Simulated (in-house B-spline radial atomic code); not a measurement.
# Se³³⁺: excited configurations

Wanted: excitation energies of Se³³⁺ as differences of total energies (ΔSCF).

The numbers are computed with in-house B-spline radial atomic code version 1 (Dirac-Hartree-Fock, average of configuration, Fermi nucleus, basis-set limit), except any that are marked as measured or tabulated.

## Step 1: The atom as given

| Item | Value |
| --- | --- |
| element | selenium (Z = 34) |
| charge | +33 |
| electrons | 1 |
| configuration | 1s1 |
| Hamiltonian | Dirac-Coulomb |
| nucleus | Fermi, rms radius 4.140 fm |

Input settings:

```ini
Z = 34
electrons = 1.0
configuration = 1s1
hamiltonian = dirac
method = hf
spin_polarised = False
nucleus = fermi
rms_radius = 4.14
mass_number = 80
atomic_mass = 79.916521761
speed_of_light = 137.035999084
```

The reference is known from an earlier run: -587.171911 hartree in all. Up to eight levels, counted from the top:

```csv
orbital,occupation,energy (eV),<r> (bohr)
1s1/2,1,-15977.8,0.04320
```

## Step 2: Configuration 2s1

Input settings:

```ini
Z = 34
electrons = 1.0
configuration = 2s1
hamiltonian = dirac
method = hf
spin_polarised = False
nucleus = fermi
rms_radius = 4.14
mass_number = 80
atomic_mass = 79.916521761
speed_of_light = 137.035999084
```

## Step 3: 3p1

Changes to the settings of step 2:

```diff
@@ -2,3 +2,3 @@
 electrons = 1.0
-configuration = 2s1
+configuration = 3p1
 hamiltonian = dirac
```

## Step 4: 3s1

Changes to the settings of step 3:

```diff
@@ -2,3 +2,3 @@
 electrons = 1.0
-configuration = 3p1
+configuration = 3s1
 hamiltonian = dirac
```

## Step 5: Configuration 2p1

Changes to the settings of step 4:

```diff
@@ -2,3 +2,3 @@
 electrons = 1.0
-configuration = 3s1
+configuration = 2p1
 hamiltonian = dirac
```

## Step 6: Configuration 5s1

Changes to the settings of step 5:

```diff
@@ -2,3 +2,3 @@
 electrons = 1.0
-configuration = 2p1
+configuration = 5s1
 hamiltonian = dirac
```

Q: How far above the reference does each configuration lie (order and size, in eV)?

**Answer**, as computed:

| net move | configuration | energy above the reference (eV) | with Breit, QED, recoil (eV) | largest <r> (bohr) |
| --- | --- | --- | --- | --- |
| 1s → 2s | 2s1 | 11967.6 | 11959.3 | 0.172 |
| 1s → 2p | 2p1 | 12009.5 | 11999.9 | 0.146 |
| 1s → 3s | 3s1 | 14202.5 | 14193.2 | 0.390 |
| 1s → 3p | 3p1 | 14214.9 | 14205.3 | 0.365 |
| 1s → 5s | 5s1 | 15341.9 | 15332.3 | 1.09 |

Quantum defects of the promoted electron, δ = n − ζ/√(−2ε) with ζ = 34 and ε its orbital energy in hartree:

| promotion | δ |
| --- | --- |
| 1s → 2s | 0.020 |
| 1s → 2p | 0.009 |
| 1s → 3s | 0.023 |
| 1s → 3p | 0.013 |
| 1s → 5s | 0.027 |

**Reading.** The energies run from 11967.6 eV (1s → 2s) to 15341.9 eV (1s → 5s). Of those tabulated, the defect is largest for 5s (0.03) and least for 2p (0.01); at this charge much of the defect is relativistic. These are averages over configurations, without correlation, not spectroscopic levels.
